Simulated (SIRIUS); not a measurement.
Runs of SIRIUS 7.10.0 on In2S. It takes space group P-4m2 (No. 115, tetragonal). Conventional cell: a = 3.943 Å, b = 3.943 Å, c = 5.435 Å, α = 90.00°, β = 90.00°, γ = 90.00°. In (site symmetry 2mm) is surrounded by 2 S at 2.70 Å. Around S (site symmetry -4m2) lie 4 In at 2.70 Å. The cell was built by a generator and needn't be a form met in nature.

```tsv
potentials or basis	cutoff (eV)	radial cutoff for the potentials' integrals	gap on the mesh (eV)	pressure (GPa)	largest force (eV/Å)
PseudoDojo 0.4 PBE stringent (scalar relativistic)	1127	6.5 bohr	none	0.1	0.02
JTH 2.0 PBE (PAW)	557	-	none	-0.3	0.02
PseudoDojo 0.4.1 PBE standard (scalar relativistic)	960	6.5 bohr	none	0.1	0.01
SPMS 1.0 PBE (norm-conserving)	960	6.5 bohr	none	(a)	0.01
GBRV 1.5 PBE (ultrasoft)	557	-	none	-0.7	0.03
```

Alike in all rows: task single point; level PBE; no spin polarisation; cell as given; k mesh 5 × 5 × 4; smearing fermi-dirac 0.05 eV.

**Question.** Estimate the missing entries.

**Answer.** (a) 0.2.

A k mesh can miss the band edges, and the runs leave out spin-orbit coupling on In.

A gap of «none» marks a metal or a gap under the smearing width.

The runs don't all hold the same shells in valence.
